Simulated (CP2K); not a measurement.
The system is GdO.

```
CELL_PARAMETERS angstrom
3.81838 0.00000 0.00000
1.90919 3.30681 0.00000
1.90919 1.10227 3.11769
ATOMIC_POSITIONS crystal
Gd 0.00000 0.00000 0.00000
O 0.25000 0.25000 0.25000
```

The cell comes from a database or a generator and needn't be the stable form of this composition.

Base run:

* Program: CP2K 2026.2
* Functional: PBEsol
* Potentials or basis: GTH_POTENTIALS Gd GTH-PBE-q18; POTENTIAL_UZH O GTH-PBE-q6; DZVP-MOLOPT-SR-GTH, DZVP-MOLOPT-PBE-GTH basis
* Density cutoff: 11565 eV
* k mesh: 9 × 9 × 9
* Occupations: fermi-dirac, width 0.05 eV
* Spin: collinear spin, ferromagnetic start
* Starting moments: [7.0, 0.0] μB

Its results: pressure -3.1 GPa; site moments Gd +7.94; O +0.01 μB.

Q: The run is repeated on the same cell with these changes: functional from PBEsol to LDA. What comes out?

A: Pressure -5.3 GPa; site moments Gd +7.88; O +0.01 μB.

LDA binds more tightly than PBEsol, so the same cell stands under less pressure.

Caveats: the potentials were made for another functional, which shifts forces and pressure; the basis of atomic orbitals isn't converged, which shifts pressures, moduli and gaps; the total moment is fixed, so each spin has its own Fermi level; a cell with one magnetic atom can't hold antiferromagnetic order, which such compounds often take.
